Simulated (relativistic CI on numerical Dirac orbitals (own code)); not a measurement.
# Co²⁺: 2p photoemission with charge transfer

Aim: the 2p photoemission spectrum of Co²⁺ in a cubic metal-ligand cluster, for 5 values of Udd.

Method: charge-transfer multiplet model of a cubic metal-ligand cluster with up to 3 ligand holes, Slater and spin-orbit integrals from Dirac-Coulomb-Breit ions, Slater integrals scaled by 0.8. Code: relativistic CI on numerical Dirac orbitals (own code) version 3.

**1. Starting point**

| Property | Result |
| --- | --- |
| ion | Co²⁺ (Co III) |
| nuclear charge | 27 |
| electrons | 25 |
| d electrons | 7 |
| ligand holes at most | 3 |
| parameters | in eV; Veg, Vt2g hoppings, tenDq and tenDqL metal and ligand splittings (negative tenDq: tetrahedral), red the scaling of hopping with a core hole |
| temperature | 20 K |
| widths | Lorentz 0.6 eV, Gauss 0.8 eV |

**2. Udd = 6.3 eV**

Input settings:

```ini
cluster ion=Co2+ d7 ligand_holes=3 slater_scale=0.8
Delta=5 Udd=6.3 Upd=6.9 tenDq=-0.5 tenDqL=0 Veg=0.97 Vt2g=-1.66 red=1
spectrum xps 2p T=20 lorentz=0.6 gauss=0.8
```

On the command line:

```sh
> python run_levels.py task.json out
```

One command runs all members of the session, one after another, from task.json.

The program writes no log. Results of the run, from its result record (rounded, main fields) (excerpt; [...] marks lines left out):

```text
{
  "status": "converged",
  "curve, one point in 7 above 2 % of the maximum [energy, intensity] [eV from the first main peak; 1/eV]": [
    [-3.5, 0.002894],
    [-2.8, 0.004278],
    [-2.1, 0.007228],
    [-1.4, 0.01643],
    [-0.7, 0.06578],
    [0, 0.1415],
    [0.7, 0.1251],
    [1.4, 0.09563],
    [2.1, 0.06771],
    [2.8, 0.04753],
    [3.5, 0.03679],
    [4.2, 0.04],
    [4.9, 0.04849],
    [5.6, 0.05551],
    [6.3, 0.05312],
    [7, 0.03338],
    [7.7, 0.02037],
    [8.4, 0.01795],
    [9.1, 0.0177],
    [9.8, 0.01432],
    [10.5, 0.01107],
    [11.2, 0.007522],
    [11.9, 0.004877],
    [12.6, 0.004302],
    [13.3, 0.005655],
    [14, 0.009215],
    [14.7, 0.02732],
    [15.4, 0.07228],
    "... 13 more rows left out ..."
  ],
  "weights": [0.861584, 0.1347, 0.00369525, 2.1101e-05],
  "n_d": 7.14215,
  "n_eg": 3.98737,
  "ground_S": 1.49906,
  "ground_energy [eV]": -4.08368,
  "cluster_levels [E_eV, degeneracy, S, weight_dn]": [
    [5.329e-15, 4, 1.499, 0.8616],
    [0.7067, 4, 1.496, 0.8845],
    [0.7196, 2, 1.499, 0.8842],
    [0.7474, 4, 1.498, 0.8838],
    [0.7611, 2, 1.499, 0.8838],
    [1.19, 2, 1.495, 0.8989],
    [1.238, 4, 1.496, 0.8978],
    [1.304, 2, 1.497, 0.8968],
    [1.313, 4, 1.498, 0.8965],
    [1.888, 4, 0.5076, 0.8063],
    [1.962, 2, 0.508, 0.8068],
    [2.008, 4, 0.5107, 0.8045],
    [2.391, 2, 0.511, 0.8302],
    [2.457, 4, 0.5194, 0.8131],
    [2.457, 2, 0.5371, 0.8012],
    [2.594, 4, 1.482, 0.8499],
    [2.598, 2, 1.475, 0.8497],
    [2.611, 4, 1.395, 0.8472],
    [2.661, 2, 1.455, 0.8488],
    [2.737, 2, 0.5148, 0.8249],
    [2.739, 4, 0.5188, 0.8162],
    [2.819, 4, 0.656, 0.8194],
    "... 2 more rows left out ..."
  ],
  "atomic [eV]": {"ground": {"F2dd": 9.23289, "F4dd": 5.73084, "zeta_d": 0.0631412}, "final": {"F2dd": 10.6949, "F4dd": 6.6846, "zeta_d": 0.092739, "zeta_core": 9.66357, "F2cd": 6.34537, "G1cd": 4.81554, "G3cd": 2.73815}}
}
```

Run time: 1.7 s. Hardware: 1 thread of AMD EPYC 9R45, shared host; peak memory 0.22 GiB.

**3. Udd = 4.2 eV**

Input settings:

```ini
cluster ion=Co2+ d7 ligand_holes=3 slater_scale=0.8
Delta=5 Udd=4.2 Upd=6.9 tenDq=-0.5 tenDqL=0 Veg=0.97 Vt2g=-1.66 red=1
spectrum xps 2p T=20 lorentz=0.6 gauss=0.8
```

Main fields:

```text
{
  "status": "converged",
  "curve, one point in 12 above 2 % of the maximum [energy, intensity] [eV from the first main peak; 1/eV]": [
    [-3.5, 0.002909],
    [-2.3, 0.006241],
    [-1.1, 0.03099],
    [0.1, 0.1386],
    [1.3, 0.08786],
    [2.5, 0.04813],
    [3.7, 0.03864],
    [4.9, 0.06329],
    [6.1, 0.05218],
    [7.3, 0.02445],
    [8.5, 0.01945],
    [9.7, 0.01572],
    [10.9, 0.006033],
    [12.1, 0.006466],
    [13.3, 0.006555],
    [14.5, 0.022],
    [15.7, 0.07801],
    [16.9, 0.04489],
    [18.1, 0.01548],
    [19.3, 0.01669],
    [20.5, 0.03982],
    [21.7, 0.02236],
    [22.9, 0.01126],
    [24.1, 0.00494],
    [25.3, 0.003483]
  ],
  "weights": [0.858867, 0.136403, 0.00469179, 3.84851e-05],
  "n_d": 7.1459,
  "n_eg": 3.98748,
  "ground_S": 1.49906,
  "ground_energy [eV]": -4.09261,
  "cluster_levels [E_eV, degeneracy, S, weight_dn]": [
    [2.665e-15, 4, 1.499, 0.8589],
    [0.71, 4, 1.496, 0.8826],
    [0.7229, 2, 1.499, 0.8824],
    [0.7507, 4, 1.498, 0.8819],
    [0.7643, 2, 1.499, 0.8819],
    [1.194, 2, 1.495, 0.8974],
    [1.242, 4, 1.496, 0.8962],
    [1.308, 2, 1.497, 0.8952],
    [1.317, 4, 1.498, 0.8949],
    [1.883, 4, 0.5077, 0.8014],
    [1.956, 2, 0.5081, 0.8019],
    [2.002, 4, 0.5108, 0.7995],
    [2.39, 2, 0.511, 0.8268],
    [2.451, 2, 0.5345, 0.7953],
    [2.452, 4, 0.5184, 0.8076],
    [2.595, 4, 1.482, 0.8471],
    [2.599, 2, 1.477, 0.8469],
    [2.611, 4, 1.393, 0.8441],
    [2.662, 2, 1.454, 0.8458],
    [2.735, 2, 0.5151, 0.8213],
    [2.736, 4, 0.5185, 0.8124],
    [2.817, 4, 0.6601, 0.8157],
    "... 2 more rows left out ..."
  ],
  "atomic [eV]": {"ground": {"F2dd": 9.23289, "F4dd": 5.73084, "zeta_d": 0.0631412}, "final": {"F2dd": 10.6949, "F4dd": 6.6846, "zeta_d": 0.092739, "zeta_core": 9.66357, "F2cd": 6.34537, "G1cd": 4.81554, "G3cd": 2.73815}}
}
```

Wall time 1.7 s (1 thread of AMD EPYC 9R45, shared host); peak memory 0.24 GiB.

**4. Udd = 7 eV**

Input settings:

```ini
cluster ion=Co2+ d7 ligand_holes=3 slater_scale=0.8
Delta=5 Udd=7 Upd=6.9 tenDq=-0.5 tenDqL=0 Veg=0.97 Vt2g=-1.66 red=1
spectrum xps 2p T=20 lorentz=0.6 gauss=0.8
```

Main fields:

```text
{
  "status": "converged",
  "curve, one point in 12 above 2 % of the maximum [energy, intensity] [eV from the first main peak; 1/eV]": [
    [-3.6, 0.002855],
    [-2.4, 0.005954],
    [-1.2, 0.02627],
    [0, 0.1418],
    [1.2, 0.1056],
    [2.4, 0.05784],
    [3.6, 0.03625],
    [4.8, 0.04585],
    [6, 0.05504],
    [7.2, 0.02856],
    [8.4, 0.01682],
    [9.6, 0.01604],
    [10.8, 0.009337],
    [12, 0.004875],
    [13.2, 0.004979],
    [14.4, 0.01718],
    [15.6, 0.08096],
    [16.8, 0.0552],
    [18, 0.02053],
    [19.2, 0.01087],
    [20.4, 0.0239],
    [21.6, 0.03042],
    [22.8, 0.01261],
    [24, 0.007369]
  ],
  "weights": [0.862335, 0.134214, 0.00343367, 1.76086e-05],
  "n_d": 7.14113,
  "n_eg": 3.98733,
  "ground_S": 1.49906,
  "ground_energy [eV]": -4.08115,
  "cluster_levels [E_eV, degeneracy, S, weight_dn]": [
    [6.217e-15, 4, 1.499, 0.8623],
    [0.7058, 4, 1.496, 0.885],
    [0.7187, 2, 1.499, 0.8847],
    [0.7465, 4, 1.498, 0.8843],
    [0.7601, 2, 1.499, 0.8843],
    [1.188, 2, 1.495, 0.8993],
    [1.237, 4, 1.496, 0.8982],
    [1.302, 2, 1.497, 0.8972],
    [1.311, 4, 1.498, 0.897],
    [1.89, 4, 0.5076, 0.8076],
    [1.963, 2, 0.5079, 0.8081],
    [2.01, 4, 0.5106, 0.8059],
    [2.391, 2, 0.511, 0.8311],
    [2.458, 4, 0.5196, 0.8146],
    [2.458, 2, 0.5379, 0.8027],
    [2.594, 4, 1.482, 0.8507],
    [2.598, 2, 1.475, 0.8504],
    [2.611, 4, 1.396, 0.848],
    [2.661, 2, 1.456, 0.8496],
    [2.738, 2, 0.5148, 0.8258],
    [2.74, 4, 0.5188, 0.8172],
    [2.82, 4, 0.6548, 0.8204],
    "... 2 more rows left out ..."
  ],
  "atomic [eV]": {"ground": {"F2dd": 9.23289, "F4dd": 5.73084, "zeta_d": 0.0631412}, "final": {"F2dd": 10.6949, "F4dd": 6.6846, "zeta_d": 0.092739, "zeta_core": 9.66357, "F2cd": 6.34537, "G1cd": 4.81554, "G3cd": 2.73815}}
}
```

Run time: 1.7 s. Hardware: 1 thread of AMD EPYC 9R45, shared host; peak memory 0.24 GiB.

**5. Udd = 7.7 eV**

Input settings:

```ini
cluster ion=Co2+ d7 ligand_holes=3 slater_scale=0.8
Delta=5 Udd=7.7 Upd=6.9 tenDq=-0.5 tenDqL=0 Veg=0.97 Vt2g=-1.66 red=1
spectrum xps 2p T=20 lorentz=0.6 gauss=0.8
```

Main fields:

```text
{
  "status": "converged",
  "curve, one point in 12 above 2 % of the maximum [energy, intensity] [eV from the first main peak; 1/eV]": [
    [-3.5, 0.002964],
    [-2.3, 0.00631],
    [-1.1, 0.03022],
    [0.1, 0.1408],
    [1.3, 0.1038],
    [2.5, 0.05686],
    [3.7, 0.03618],
    [4.9, 0.04438],
    [6.1, 0.05292],
    [7.3, 0.02808],
    [8.5, 0.01593],
    [9.7, 0.01604],
    [10.9, 0.009191],
    [12.1, 0.004927],
    [13.3, 0.005055],
    [14.5, 0.01896],
    [15.7, 0.08261],
    [16.9, 0.05407],
    [18.1, 0.01975],
    [19.3, 0.01089],
    [20.5, 0.02315],
    [21.7, 0.02919],
    [22.9, 0.01208],
    [24.1, 0.007499]
  ],
  "weights": [0.863025, 0.133761, 0.00319917, 1.48147e-05],
  "n_d": 7.1402,
  "n_eg": 3.9873,
  "ground_S": 1.49906,
  "ground_energy [eV]": -4.0788,
  "cluster_levels [E_eV, degeneracy, S, weight_dn]": [
    [5.329e-15, 4, 1.499, 0.863],
    [0.7049, 4, 1.496, 0.8854],
    [0.7178, 2, 1.499, 0.8852],
    [0.7457, 4, 1.498, 0.8848],
    [0.7593, 2, 1.499, 0.8848],
    [1.187, 2, 1.495, 0.8997],
    [1.235, 4, 1.496, 0.8986],
    [1.301, 2, 1.497, 0.8976],
    [1.31, 4, 1.498, 0.8974],
    [1.892, 4, 0.5075, 0.8088],
    [1.965, 2, 0.5079, 0.8093],
    [2.012, 4, 0.5106, 0.8072],
    [2.391, 2, 0.511, 0.832],
    [2.459, 4, 0.5199, 0.8159],
    [2.46, 2, 0.5387, 0.8042],
    [2.593, 4, 1.482, 0.8514],
    [2.598, 2, 1.475, 0.8511],
    [2.61, 4, 1.396, 0.8487],
    [2.661, 2, 1.456, 0.8503],
    [2.739, 2, 0.5147, 0.8267],
    [2.741, 4, 0.5189, 0.8181],
    [2.82, 4, 0.6538, 0.8214],
    "... 2 more rows left out ..."
  ],
  "atomic [eV]": {"ground": {"F2dd": 9.23289, "F4dd": 5.73084, "zeta_d": 0.0631412}, "final": {"F2dd": 10.6949, "F4dd": 6.6846, "zeta_d": 0.092739, "zeta_core": 9.66357, "F2cd": 6.34537, "G1cd": 4.81554, "G3cd": 2.73815}}
}
```

Run time: 1.7 s. Hardware: 1 thread of AMD EPYC 9R45, shared host; peak memory 0.24 GiB.

**6. Udd = 8.4 eV**

Input settings:

```ini
cluster ion=Co2+ d7 ligand_holes=3 slater_scale=0.8
Delta=5 Udd=8.4 Upd=6.9 tenDq=-0.5 tenDqL=0 Veg=0.97 Vt2g=-1.66 red=1
spectrum xps 2p T=20 lorentz=0.6 gauss=0.8
```

Main fields:

```text
{
  "status": "converged",
  "curve, one point in 12 above 2 % of the maximum [energy, intensity] [eV from the first main peak; 1/eV]": [
    [-3.5, 0.002932],
    [-2.3, 0.006188],
    [-1.1, 0.02862],
    [0.1, 0.1415],
    [1.3, 0.1072],
    [2.5, 0.05856],
    [3.7, 0.03643],
    [4.9, 0.04286],
    [6.1, 0.05158],
    [7.3, 0.0294],
    [8.5, 0.01525],
    [9.7, 0.01597],
    [10.9, 0.009776],
    [12.1, 0.004864],
    [13.3, 0.005056],
    [14.5, 0.01752],
    [15.7, 0.08252],
    [16.9, 0.05604],
    [18.1, 0.02091],
    [19.3, 0.0106],
    [20.5, 0.02148],
    [21.7, 0.02921],
    [22.9, 0.01206],
    [24.1, 0.008041]
  ],
  "weights": [0.863661, 0.133338, 0.00298809, 1.2557e-05],
  "n_d": 7.13935,
  "n_eg": 3.98728,
  "ground_S": 1.49906,
  "ground_energy [eV]": -4.0766,
  "cluster_levels [E_eV, degeneracy, S, weight_dn]": [
    [1.776e-15, 4, 1.499, 0.8637],
    [0.7041, 4, 1.496, 0.8859],
    [0.717, 2, 1.499, 0.8856],
    [0.7449, 4, 1.498, 0.8852],
    [0.7585, 2, 1.499, 0.8852],
    [1.186, 2, 1.495, 0.9],
    [1.234, 4, 1.496, 0.899],
    [1.3, 2, 1.497, 0.898],
    [1.309, 4, 1.498, 0.8978],
    [1.893, 4, 0.5075, 0.8099],
    [1.966, 2, 0.5079, 0.8104],
    [2.013, 4, 0.5106, 0.8083],
    [2.392, 2, 0.511, 0.8327],
    [2.46, 4, 0.5201, 0.8172],
    [2.461, 2, 0.5393, 0.8055],
    [2.593, 4, 1.482, 0.852],
    [2.597, 2, 1.474, 0.8518],
    [2.61, 4, 1.397, 0.8494],
    [2.66, 2, 1.456, 0.851],
    [2.739, 2, 0.5146, 0.8275],
    [2.742, 4, 0.5189, 0.819],
    [2.821, 4, 0.6529, 0.8222],
    "... 2 more rows left out ..."
  ],
  "atomic [eV]": {"ground": {"F2dd": 9.23289, "F4dd": 5.73084, "zeta_d": 0.0631412}, "final": {"F2dd": 10.6949, "F4dd": 6.6846, "zeta_d": 0.092739, "zeta_core": 9.66357, "F2cd": 6.34537, "G1cd": 4.81554, "G3cd": 2.73815}}
}
```

Run time: 1.7 s. Hardware: 1 thread of AMD EPYC 9R45, shared host; peak memory 0.23 GiB.

**7. Comparison**

| run | d count | weight without ligand hole | ground S | up to four highest peaks (% of the highest), eV from the first main peak |
| --- | --- | --- | --- | --- |
| Udd = 6.3 eV | 7.14 | 0.86 | 1.50 | 0.0 (100), 5.9 (41), 15.9 (58), 21.2 (25) |
| Udd = 4.2 eV | 7.15 | 0.86 | 1.50 | 0.0 (100), 5.5 (48), 15.7 (56), 20.7 (29) |
| Udd = 7 eV | 7.14 | 0.86 | 1.50 | 0.0 (100), 5.9 (39), 15.8 (59), 21.3 (24) |
| Udd = 7.7 eV | 7.14 | 0.86 | 1.50 | 0.0 (100), 6.0 (38), 15.9 (59), 21.3 (23) |
| Udd = 8.4 eV | 7.14 | 0.86 | 1.50 | 0.0 (100), 6.0 (36), 15.9 (60), 21.4 (22) |

**8. Results**

| quantity | value |
| --- | --- |
| d count | 7.14 to 7.15 |
| ground spin (effective S from ⟨S²⟩) | 1.50 |

In words: From Udd = 4.2 eV to Udd = 8.4 eV the ground-state d count goes from 7.15 to 7.14. In the first run d7 holds 86 % of the ground state. The cluster parameters are drawn, not fitted to a compound.
